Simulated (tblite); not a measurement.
# C4H16GeSi2: the cost of one run

The runs use tblite 0.8.0 and PySCF 2.14.0, with density-fitted response routines of our own; the level of theory stands in each step. All values are computed, except where a source is named. Atoms count from 0, in the outputs and in this text.

### 1 Starting geometry

23 atoms, charge 0, multiplicity 1; geometry from: force field or distance geometry start.

Bonds of the start (Å): C0–C1 1.53, C1–C2 1.51, C2–Si3 1.87, Si3–Si4 2.24, Si4–C5 1.87, Si4–Ge6 2.31, C0–H7 1.11, C0–H8 1.11, C0–H9 1.12, C1–H10 1.12, C1–H11 1.12, C2–H12 1.10, C2–H13 1.12, Si3–H14 1.47, Si3–H15 1.45, Si4–H16 1.47, C5–H17 1.10, C5–H18 1.11, C5–H19 1.11, Ge6–H20 1.55, Ge6–H21 1.55, Ge6–H22 1.56.

### 2 Relaxing the molecule with GFN2-xTB

Job settings and geometry (Å):

```
{"job": {"kind": "relax", "xc": "GFN2-xTB", "basis": "xTB"}, "charge": 0, "multiplicity": 1}
C      3.199600     1.350900    -0.027200
C      2.130400     0.259100     0.029400
C      1.248300     0.275500    -1.197400
Si    -0.046100    -1.077400    -1.143400
Si    -1.394100    -0.785500     0.627000
C     -2.843500    -1.958100     0.501300
Ge    -2.160800     1.398700     0.607400
H      3.831800     1.319000     0.888200
H      3.844100     1.210700    -0.916500
H      2.701300     2.350600    -0.073500
H      1.517500     0.404400     0.951000
H      2.641900    -0.733600     0.116600
H      1.847300     0.135600    -2.105300
H      0.716700     1.253800    -1.274400
H      0.615300    -2.383700    -1.026800
H     -0.853300    -1.041400    -2.351800
H     -0.646000    -1.031100     1.864600
H     -3.398700    -1.768400    -0.434400
H     -3.510100    -1.799600     1.379400
H     -2.461400    -3.000900     0.510000
H     -0.954500     2.365600     0.713200
H     -2.930100     1.661500    -0.707800
H     -3.100600     1.621400     1.832500
```

Command:

```
$ OMP_NUM_THREADS=1 python probes_run.py task.json out
```

This one command runs all jobs of the session in turn.

**Question.** How long does this first job take on 1 thread of Arm Neoverse N1, shared host, and how much memory does it need?

About 2.8 s, with a peak of 0.18 GiB.
